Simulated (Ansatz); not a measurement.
# SrFeO3: the cost of one run

Program: Ansatz 0.2.0, driven from Python. Level of theory: DFT PBEsol+U, plane waves, PAW. These are calculated values, not measurements.

## 1. The system

It takes space group Pm-3m (No. 221, cubic). Conventional cell: a = 3.829 Å, b = 3.829 Å, c = 3.829 Å, α = 90.00°, β = 90.00°, γ = 90.00°. Around Sr (site symmetry m-3m) lie 12 O at 2.71 Å. Fe (site symmetry m-3m) has 6 O at 1.91 Å as nearest neighbours. Around O (site symmetry 4/mmm) lie 2 Fe at 1.91 Å and 4 Sr at 2.71 Å.

The script holds or builds the structure itself.

## 2. Script

The input, plus_u_srfeo3.py:

```python
# -*- coding: utf-8 -*-
"""How the states of SrFeO3 follow the Hubbard U."""

import ansatz as az
from ase import Atoms
import numpy as np


def count_gap(report):
    # lowest empty less highest filled band, counting bands; zero where they overlap
    return max(report.get("gap_by_band_count_ev") or 0.0, 0.0)

atoms = Atoms(
    ["Sr", "Fe", "O", "O", "O"],
    scaled_positions=[
        (0.0, 0.0, 0.0),
        (0.5, 0.5, 0.5),
        (0.0, 0.5, 0.5),
        (0.5, 0.0, 0.5),
        (0.5, 0.5, 0.0),
    ],
    cell=[
        (3.82881, 0.0, 0.0),
        (0.0, 3.82881, 0.0),
        (0.0, 0.0, 3.82881),
    ],
    pbc=True,
)
atoms.set_initial_magnetic_moments([0.0, 3.5, 0.0, 0.0, 0.0])
xtal = az.Crystal.from_ase(atoms)

model = (
    xtal.calculation()
    .functional("pbesol")
    .basis(35 * az.Ry)
    .kpoints(mesh=(6, 6, 6))
    .occupations("fermi_dirac")
    .spin(az.SpinTreatment.COLLINEAR)
    .band_table()
)
rows = []
for u in [0.0, 2.0, 4.0, 6.0]:
    rep = model.hubbard("Fe", "d", u_eff=u).run(threads=1).report
    shell = rep["hubbard"]["n_scf"]
    rows.append((u, count_gap(rep), sum(shell) / len(shell), max(abs(m) for m in rep["site_moments_mub"]), rep["n_iterations"]))
for row in rows:
    print("; ".join(f"{name} = {round(v, 4) if isinstance(v, float) else v}" for name, v in zip(["U_eff eV", "gap by band count eV", "Fe d occupation (projector)", "largest moment muB", "iterations"], row)))
print("eigenvalues of the first occupation matrix at the last U, by spin:")
for channel in rep["hubbard"]["n_eig"][0]:
    print("  ", " ".join(f"{n:.3f}" for n in channel))
```

## 3. The run

Run with:

```
python plus_u_srfeo3.py
```

**Question.** How long does this script take on 1 thread of Arm Neoverse V1, shared host, and how much memory does it need?

About 4.9 min, with a peak of 1 GiB.
